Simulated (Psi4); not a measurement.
**CH5In (SMILES [CH3][InH2]): UVSXC/DZVP**

What is the energy difference between two shapes of CH5In at UVSXC/DZVP? 

The results are computed with Psi4 1.11.

4 further runs of the same task are left out: 4 set aside as unsound or not needed.

## (1) The structure to begin with

CH5In: 7 atoms, total charge 0, spin state singlet. As SMILES, `[CH3][InH2]`. The shape is that of a PBE0-D4/def2-TZVP optimisation.

Bond lengths: C1–In2 2.153 Å, C1–H3 1.090 Å, C1–H4 1.093 Å, C1–H5 1.091 Å, In2–H6 1.730 Å, In2–H7 1.731 Å. Angles: C1–In2–H6 120.8°, C1–In2–H7 120.0°, In2–C1–H3 111.6°, In2–C1–H4 109.1°, In2–C1–H5 110.7°, H6–In2–H7 119.3°, H3–C1–H4 108.3°, H3–C1–H5 109.4°, H4–C1–H5 107.6°.

## (2) The energy at UVSXC/DZVP

File ch5in.xyz:

```xyz
7
CH5In
C     -0.528500    -0.700600    -0.498600
In     0.594300     0.783800     0.584000
H     -1.415600    -1.012400     0.052500
H     -0.848300    -0.280000    -1.455900
H      0.091200    -1.573000    -0.712000
H     -0.133500     1.677000     1.874900
H      2.240400     1.105200     0.155100
```

File run_ase.py:

```python
import numpy as np
from ase.calculators.psi4 import Psi4
from ase.io import read

a = read('ch5in.xyz')
calc = Psi4(atoms=a, method='vsxc', basis='DZVP', memory='1600MB', num_threads=1, charge=0, multiplicity=1, label='calc', reference='uks')
calc.psi4.set_options({'scf_type': 'pk'})
a.calc = calc

print(f'energy: {a.get_potential_energy():.6f} eV')
```

Run with:

```console
$ python run_ase.py
```

calc.dat, shortened:

```text
[...]
  Running in c1 symmetry.
[...]
  Nuclear repulsion =  143.192308476775452
[...]
  Multiplicity = 1
[...]
  Nalpha       = 30
  Nbeta        = 30
[...]
    Number of basis functions: 60
[...]
   @UKS iter   1: -5784.87465639997208   -2.44332e+00   1.49672e-02 DIIS/ADIIS
[...]
   @UKS iter   8: -5785.47092562610396   -5.25324e-09   2.73184e-07 DIIS
[...]
   @S^2 Observed:                6.394884622E-14
[...]
    Orbital Energies [Eh]
    ---------------------
    Alpha Occupied:
       1A   -985.806089     2A   -144.806750     3A   -135.351875
       4A   -135.349680     5A   -135.349596     6A    -27.522230
       7A    -23.635900     8A    -23.628675     9A    -23.628152
      10A    -16.386991    11A    -16.385462    12A    -16.385046
      13A    -16.380265    14A    -16.380239    15A     -9.957157
      16A     -4.176555    17A     -2.902357    18A     -2.889317
      19A     -2.887625    20A     -0.785863    21A     -0.779287
      22A     -0.778287    23A     -0.773708    24A     -0.772995
      25A     -0.623842    26A     -0.360672    27A     -0.356463
      28A     -0.354876    29A     -0.253191    30A     -0.237921
    Alpha Virtual:
[...]
  @UKS Final Energy: -5785.47092562610396
   => Energetics <=
    Nuclear Repulsion Energy =            143.1923084767754517
    One-Electron Energy =               -8258.6557046046618780
    Two-Electron Energy =                2495.8237009217145896
    DFT Exchange-Correlation Energy =    -165.8312304199313019
    Empirical Dispersion Energy =           0.0000000000000000
    VV10 Nonlocal Energy =                  0.0000000000000000
    Total Energy =                      -5785.4709256261039627
[...]
 Multipole Moments:
 ------------------------------------------------------------------------------------
     Multipole            Electronic (a.u.)      Nuclear  (a.u.)        Total (a.u.)
 ------------------------------------------------------------------------------------
 L = 1.  Multiply by 2.5417464519 to convert [e a0] to [Debye]
 Dipole X            :          4.1454931           -4.2615132           -0.1160201
 Dipole Y            :          5.4696678           -5.6203595           -0.1506917
 Dipole Z            :          4.0761754           -4.1876008           -0.1114254
 Magnitude           :                                                    0.2204184
[...]
```

Standard output:

```text
energy: -157430.682690 eV
```

It took 5.7 s on 1 thread of Intel Xeon 6975P-C (Granite Rapids), shared host; peak memory 0.76 GiB.

## (3) The distorted shape

File ch5in.xyz:

```xyz
7
CH5In
C     -0.512837    -0.691839    -0.499860
In     0.543298     0.764151     0.566282
H     -1.423873    -1.038979     0.068982
H     -0.890953    -0.257379    -1.467100
H      0.075588    -1.585415    -0.701811
H     -0.121119     1.669904     1.868749
H      2.244014     1.102838     0.145422
```

File ch5in.py:

```python
import psi4

psi4.set_memory('1600 MB')
psi4.set_num_threads(1)
psi4.core.set_output_file('run.log', False)

with open('ch5in.xyz') as f:
    atoms = ''.join(f.readlines()[2:])
m = psi4.geometry('0 1\n' + atoms + 'symmetry c1')

psi4.set_options({
    'basis': 'DZVP',
    'reference': 'uks',
    'scf_type': 'pk',
})

E = psi4.energy("vsxc", molecule=m)
print(f'total energy {E:.8f} hartree = {E * 27.211386:.5f} eV')
for k, v in sorted(psi4.core.scalar_variables().items()):
    print(f'{k:45s} {v:18.10f}')
```

Run with:

```console
$ python ch5in.py
```

run.log, shortened:

```text
[...]
  Running in c1 symmetry.
[...]
  Nuclear repulsion =  145.098600930383242
[...]
  Multiplicity = 1
[...]
  Nalpha       = 30
  Nbeta        = 30
[...]
    Number of basis functions: 60
[...]
   @UKS iter   1: -5784.85405632760012   -2.39885e+00   1.51469e-02 DIIS/ADIIS
[...]
   @UKS iter   8: -5785.46698909011684   -4.43088e-08   7.62011e-07 DIIS
[...]
   @S^2 Observed:               -1.065814104E-14
[...]
    Orbital Energies [Eh]
    ---------------------
    Alpha Occupied:
       1A   -985.804938     2A   -144.805690     3A   -135.350822
       4A   -135.348668     5A   -135.348430     6A    -27.521343
       7A    -23.635077     8A    -23.628030     9A    -23.626943
      10A    -16.386146    11A    -16.384769    12A    -16.383957
      13A    -16.379305    14A    -16.379273    15A     -9.965056
      16A     -4.176094    17A     -2.901969    18A     -2.888812
      19A     -2.887267    20A     -0.786129    21A     -0.778892
      22A     -0.778343    23A     -0.774604    24A     -0.772583
      25A     -0.623528    26A     -0.362892    27A     -0.358002
      28A     -0.349711    29A     -0.250126    30A     -0.242366
    Alpha Virtual:
[...]
  @UKS Final Energy: -5785.46698909011684
   => Energetics <=
    Nuclear Repulsion Energy =            145.0986009303832418
    One-Electron Energy =               -8262.4859452738273831
    Two-Electron Energy =                2497.7356818793241473
    DFT Exchange-Correlation Energy =    -165.8153266259966188
    Empirical Dispersion Energy =           0.0000000000000000
    VV10 Nonlocal Energy =                  0.0000000000000000
    Total Energy =                      -5785.4669890901168401
[...]
 Multipole Moments:
 ------------------------------------------------------------------------------------
     Multipole            Electronic (a.u.)      Nuclear  (a.u.)        Total (a.u.)
 ------------------------------------------------------------------------------------
 L = 1.  Multiply by 2.5417464519 to convert [e a0] to [Debye]
 Dipole X            :          3.7307848           -3.9837889           -0.2530040
 Dipole Y            :          5.3106405           -5.5170745           -0.2064340
 Dipole Z            :          3.9525259           -4.0803899           -0.1278639
 Magnitude           :                                                    0.3506782
[...]
```

The script printed:

```text
total energy -5785.46698909 hartree = -157430.57543 eV
CURRENT ENERGY                                  -5785.4669890901
CURRENT REFERENCE ENERGY                        -5785.4669890901
DD SOLVATION ENERGY                                 0.0000000000
DFT FUNCTIONAL TOTAL ENERGY                     -5785.4669890901
DFT TOTAL ENERGY                                -5785.4669890901
DFT VV10 ENERGY                                     0.0000000000
DFT XC ENERGY                                    -165.8153266260
GRID ELECTRONS ALPHA                               29.9999981518
GRID ELECTRONS BETA                                29.9999981518
GRID ELECTRONS TOTAL                               59.9999963036
NUCLEAR REPULSION ENERGY                          145.0986009304
ONE-ELECTRON ENERGY                             -8262.4859452738
PCM POLARIZATION ENERGY                             0.0000000000
PE ENERGY                                           0.0000000000
SCF ITERATION ENERGY                            -5785.4669890901
SCF ITERATIONS                                      8.0000000000
SCF TOTAL ENERGY                                -5785.4669890901
TWO-ELECTRON ENERGY                              2497.7356818793
XC GRID RADIAL POINTS                              75.0000000000
XC GRID SPHERICAL POINTS                          302.0000000000
XC GRID TOTAL POINTS                           152805.0000000000
```

Run time: 5.7 s. Hardware: 1 thread of Intel Xeon 6975P-C (Granite Rapids), shared host; peak memory 0.75 GiB.

## (4) Outcome

At UVSXC/DZVP:

| quantity | value |
| --- | --- |
| first shape: total energy | -5785.47093 Eh |
| first shape: dipole moment | 0.56 D |
| first shape: HOMO energy | -6.47 eV |
| first shape: LUMO energy | -2.19 eV |
| first shape: HOMO–LUMO gap | 4.29 eV |
| distorted shape: total energy | -5785.46699 Eh |
| distorted shape: dipole moment | 0.89 D |
| distorted shape: HOMO energy | -6.60 eV |
| distorted shape: LUMO energy | -2.16 eV |
| distorted shape: HOMO–LUMO gap | 4.43 eV |
| energy change with the atoms displaced | 0.107 eV |

What this shows: With the atoms displaced the energy rises by 0.11 eV (10.3 kJ/mol). The first shape isn't relaxed at this level, so the change isn't measured from a minimum.
